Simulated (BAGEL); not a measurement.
**BNH3F3 (SMILES [NH3+][B-](F)(F)F) at B3LYP/cc-pVDZ (density fitting with qzvpp-jkfit)**

What is the energy change on altering one bond length of BNH3F3 at B3LYP/cc-pVDZ (density fitting with qzvpp-jkfit)? 

Program for the calculation: BAGEL 1.2.2.

**1. Starting point**

BNH3F3: 8 atoms, total charge 0, spin state singlet. SMILES: `[NH3+][B-](F)(F)F`. The shape is that of a PBE0-D4/def2-TZVP optimisation.

Bond lengths: N1–B2 1.674 Å, B2–F3 1.368 Å, B2–F4 1.368 Å, B2–F5 1.368 Å, N1–H6 1.015 Å, N1–H7 1.015 Å, N1–H8 1.015 Å. Some angles: N1–B2–F3 104.1°, N1–B2–F4 104.1°, N1–B2–F5 104.1°, F3–B2–F4 114.2°, F3–B2–F5 114.2°, F4–B2–F5 114.2°, B2–N1–H6 110.1°, B2–N1–H7 110.1°, B2–N1–H8 110.1°, H6–N1–H7 108.9°.

**2. The energy at B3LYP/cc-pVDZ (density fitting with qzvpp-jkfit)**

calc.json reads:

```json
{ "bagel": [

{
  "title": "molecule",
  "basis": "cc-pvdz.json",
  "df_basis": "qzvpp-jkfit",
  "angstrom": true,
  "geometry": [
    { "atom": "N", "xyz": [      -0.501800,      -0.052400,       0.645700 ] },
    { "atom": "B", "xyz": [       0.531500,       0.038700,      -0.668100 ] },
    { "atom": "F", "xyz": [       1.521100,      -0.860400,      -0.378100 ] },
    { "atom": "F", "xyz": [      -0.251400,      -0.312100,      -1.733900 ] },
    { "atom": "F", "xyz": [       0.943600,       1.343300,      -0.679400 ] },
    { "atom": "H", "xyz": [      -1.280300,       0.587300,       0.522000 ] },
    { "atom": "H", "xyz": [      -0.006300,       0.194600,       1.496700 ] },
    { "atom": "H", "xyz": [      -0.864300,      -0.996100,       0.739300 ] }
  ]
},

{
  "title": "ks",
  "xc_func": "b3lyp"
},

{
  "title": "print",
  "file": "orbitals.molden",
  "orbitals": true
}

]}
```

The basis set cc-pVDZ is read from a file made from the Basis Set Exchange's data (not shown).

Run with:

```sh
BAGEL_NUM_THREADS=1 BAGEL calc.json > calc.out
```

The program printed:

```text
* using 1 threads per process

  ===============================================================
  ===============================================================

  *** Geometry ***

  { "atom" : "N", "xyz" : [     -0.948265,     -0.099022,      1.220196 ] },
  { "atom" : "B", "xyz" : [      1.004389,      0.073132,     -1.262526 ] },
  { "atom" : "F", "xyz" : [      2.874462,     -1.625920,     -0.714505 ] },
  { "atom" : "F", "xyz" : [     -0.475077,     -0.589784,     -3.276596 ] },
  { "atom" : "F", "xyz" : [      1.783146,      2.538469,     -1.283880 ] },
  { "atom" : "H", "xyz" : [     -2.419416,      1.109836,      0.986437 ] },
  { "atom" : "H", "xyz" : [     -0.011905,      0.367741,      2.828353 ] },
  { "atom" : "H", "xyz" : [     -1.633290,     -1.882356,      1.397075 ] },

  Number of auxiliary basis functions:      437

  Since a DF basis is specified, we compute 2- and 3-index integrals:
    o Being stored without compression. Storage requirement is 0.025 GB

  Number of basis functions:       85
  Number of electrons      :       42

    * METHOD: MOLECULE                             0.18

  *** Kohn-Sham DFT ***

    * Removing 15662 points whose weight is below 1.00e-10
    * Grid points: 103586

  === Nuclear Repulsion ===
   191.4391230846

       - DIIS with orbital gradients will be used.

  === KS iteration (b3lyp / cc-pvdz.json) ===
      0       -338.59810650          0.13773238           0.35
      1       -222.46960028          0.18673079           0.33
      2       -336.38842260          0.13003611           0.33
      3       -379.83721602          0.05558057           0.34
      4       -377.93588131          0.05632492           0.34
      5       -380.81545287          0.02435329           0.34
      6       -380.81643141          0.02308450           0.34
      7       -380.94459489          0.01942238           0.35
      8       -381.15091796          0.00473367           0.33
      9       -381.15859184          0.00262143           0.34
     10       -381.16211333          0.00011361           0.34
     11       -381.16211618          0.00008339           0.34
     12       -381.16212171          0.00001480           0.34
     13       -381.16212186          0.00000177           0.33
     14       -381.16212186          0.00000079           0.34
     15       -381.16212186          0.00000011           0.33
     16       -381.16212186          0.00000005           0.33
     17       -381.16212186          0.00000001           0.34
     18       -381.16212186          0.00000001           0.34
    * SCF iteration converged.

    * Permanent dipole moment:
           (    1.507361,     0.133087,    -1.916929) a.u.

    * METHOD: KS                                   6.92

    * METHOD: PRINT                                0.01

  ===============================================================
```

It took 7.5 s on 1 thread of Arm Neoverse V2, shared host; peak memory 0.41 GiB.

**3. The distorted shape**

input.json reads:

```json
{ "bagel" : [

{
  "title" : "molecule",
  "basis" : "cc-pvdz.json",
  "df_basis" : "qzvpp-jkfit",
  "angstrom" : true,
  "geometry" : [
    { "atom" : "N", "xyz" : [   -0.898177,   -0.249988,   -0.035060 ] },
    { "atom" : "B", "xyz" : [    0.135123,   -0.158888,   -1.348860 ] },
    { "atom" : "F", "xyz" : [    1.124723,   -1.057988,   -1.058860 ] },
    { "atom" : "F", "xyz" : [   -0.647777,   -0.509688,   -2.414660 ] },
    { "atom" : "F", "xyz" : [    0.547223,    1.145712,   -1.360160 ] },
    { "atom" : "H", "xyz" : [   -1.676677,    0.389712,   -0.158760 ] },
    { "atom" : "H", "xyz" : [   -0.006300,    0.194600,    1.496700 ] },
    { "atom" : "H", "xyz" : [   -1.260677,   -1.193688,    0.058540 ] }
  ]
},
{
  "title" : "ks",
  "xc_func" : "b3lyp"
},
{
  "title" : "print",
  "file" : "orbitals.molden",
  "orbitals" : true
}

]}
```

The basis set cc-pVDZ is read from a file made from the Basis Set Exchange's data (not shown).

Run with:

```sh
BAGEL_NUM_THREADS=1 BAGEL input.json > input.out
```

The program printed:

```text
* using 1 threads per process

  ===============================================================
  ===============================================================

  *** Geometry ***

  { "atom" : "N", "xyz" : [     -1.697309,     -0.472409,     -0.066254 ] },
  { "atom" : "B", "xyz" : [      0.255345,     -0.300255,     -2.548976 ] },
  { "atom" : "F", "xyz" : [      2.125418,     -1.999308,     -2.000955 ] },
  { "atom" : "F", "xyz" : [     -1.224121,     -0.963171,     -4.563046 ] },
  { "atom" : "F", "xyz" : [      1.034102,      2.165082,     -2.570330 ] },
  { "atom" : "H", "xyz" : [     -3.168460,      0.736449,     -0.300013 ] },
  { "atom" : "H", "xyz" : [     -0.011905,      0.367741,      2.828353 ] },
  { "atom" : "H", "xyz" : [     -2.382334,     -2.255743,      0.110625 ] },

  Number of auxiliary basis functions:      437

  Since a DF basis is specified, we compute 2- and 3-index integrals:
    o Being stored without compression. Storage requirement is 0.025 GB

  Number of basis functions:       85
  Number of electrons      :       42

    * METHOD: MOLECULE                             0.17

  *** Kohn-Sham DFT ***

    * Removing 14772 points whose weight is below 1.00e-10
    * Grid points: 104476

  === Nuclear Repulsion ===
   188.5942617645

       - DIIS with orbital gradients will be used.

  === KS iteration (b3lyp / cc-pvdz.json) ===
      0       -338.74781790          0.13096738           0.34
      1       -229.33159025          0.19378963           0.32
      2       -337.57474583          0.12933545           0.33
      3       -379.77409541          0.04992671           0.33
      4       -369.98438275          0.08593480           0.33
      5       -378.77754970          0.04503326           0.33
      6       -378.52631497          0.04888488           0.33
      7       -379.29354139          0.03581163           0.32
      8       -380.52311457          0.02413827           0.32
      9       -380.95347947          0.01041177           0.32
     10       -380.98856673          0.00603315           0.32
     11       -381.01801543          0.00342400           0.33
     12       -381.02387853          0.00094345           0.33
     13       -381.02457553          0.00025737           0.33
     14       -381.02460769          0.00014671           0.33
     15       -381.02462355          0.00003279           0.32
     16       -381.02462428          0.00000407           0.33
     17       -381.02462427          0.00000514           0.33
     18       -381.02462429          0.00000062           0.33
     19       -381.02462429          0.00000040           0.33
     20       -381.02462429          0.00000024           0.33
     21       -381.02462429          0.00000003           0.32
     22       -381.02462429          0.00000002           0.33
     23       -381.02462429          0.00000001           0.33
    * SCF iteration converged.

    * Permanent dipole moment:
           (    1.383492,     0.085452,    -2.026624) a.u.

    * METHOD: KS                                   8.36

    * METHOD: PRINT                                0.01

  ===============================================================
```

Wall time 8.7 s (1 thread of Arm Neoverse V2, shared host); peak memory 0.42 GiB.

**4. Results**

At B3LYP/cc-pVDZ (density fitting with qzvpp-jkfit):

| quantity | value |
| --- | --- |
| first shape: total energy | -381.16212 Eh |
| first shape: dipole moment | 6.21 D |
| first shape: HOMO energy | -9.31 eV |
| first shape: LUMO energy | 0.08 eV |
| first shape: HOMO–LUMO gap | 9.39 eV |
| distorted shape: total energy | -381.02462 Eh |
| distorted shape: dipole moment | 6.24 D |
| distorted shape: HOMO energy | -9.26 eV |
| distorted shape: LUMO energy | -4.80 eV |
| distorted shape: HOMO–LUMO gap | 4.45 eV |
| energy change with the N1–H7 bond stretched from 1.015 to 1.827 Å | 3.741 eV |

With the N1–H7 bond stretched from 1.015 to 1.827 Å the energy rises by 3.74 eV (361 kJ/mol). The first shape isn't relaxed at this level, so the change isn't measured from a minimum.
